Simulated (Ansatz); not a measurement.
**AlGaNH (singlet): the correlation ladder at a displaced geometry (v2), cc-pVDZ**

An exercise on one series of results from a longer session: the logs are not shown, and one member is left open.

Method: cc-pVDZ, core rule «outside noble gas», up to 20 orbitals frozen; program: Ansatz 0.2.0, Gaussian basis.

To be run: UHF; CCSD(T) on RHF; BCCD(T) on RHF; CISD; CCSDT(Q) on RHF; CASSCF and MRCISD+Q, 8 electrons in 8 orbitals; CASSCF and NEVPT2, 8 electrons in 8 orbitals.

18 further runs of the same task are left out: 7 that didn't finish, 11 set aside as unsound or not needed. Runs told in other sessions of the task aren't counted.

## The system

The geometry is a PBE0/def2-TZVP stationary point (not a proven minimum) with its atoms shifted at random (size 0.100 Å). No spin-orbit coupling is included. The filled d shell of Ga may be among the frozen orbitals whatever the setting's name suggests.

4 atoms, charge 0, spin multiplicity 1.

Atoms are counted from 1 here; the program's logs count them from 0.

Bond lengths: Ga1–N3 1.829 Å, Al2–N3 1.655 Å, Al2–H4 1.573 Å. Angles: N3–Al2–H4 170.5°, Ga1–N3–Al2 178.1°.

The first run:

in.yaml reads:

```yaml
crystal:
  periodic: [false, false, false]
  atoms:
    - {symbol: Ga, position_ang: [0.064568, 0.023749, 2.587041]}
    - {symbol: Al, position_ang: [-0.100306, 0.032123, -0.892365]}
    - {symbol: N, position_ang: [-0.023685, -0.000301, 0.760155]}
    - {symbol: H, position_ang: [0.059423, -0.055571, -2.454831]}
basis:
  gaussian: {orbitals: cc-pVDZ}
magnetization: {spin_polarized: true, initial_magnetization: 0}
hamiltonian: {xc: hf}
output: {orbitals: {seedname: orbitals}}
```

On the command line:

```
$ ansatz run in.yaml --threads 1 --pin off --events-out ev --progress --plain --max-ram 2393MiB
```

Steps of the session up to this table: UHF; CCSD(T) on RHF; BCCD(T) on RHF; CISD; CCSDT(Q) on RHF; CASSCF and MRCISD+Q, 8 electrons in 8 orbitals; CASSCF and NEVPT2, 8 electrons in 8 orbitals.

One table of the session follows, with a row left open; its other results are not shown here.

It belongs to the step «Misses and costs». 

| method | from RCCSDT(Q) (kJ/mol) |
| --- | --- |
| RHF | +824.9 |
| RMP2 | +81.7 |
| RCCSD | +44.7 |
| RCCSD(T) | +6.8 |
| BCCD(T) | +6.3 |
| RCCSDT | +5.1 |
| RCCSDT(Q) | 0 |
| CASSCF frontier | ? |
| NEVPT2 frontier | +137.6 |
| MRCISD frontier | +49.8 |
| MRCISD+Q frontier | +9.5 |

Estimate the missing values for CASSCF frontier.

As computed: from RCCSDT(Q) (kJ/mol): +466.3. In the column «from RCCSDT(Q) (kJ/mol)» it lies between NEVPT2 frontier (+137.6) and RHF (+824.9).

Not comparable, so not listed: CISD (they don't share determinant, frozen orbitals or solution with the rows shown, or repeat one).
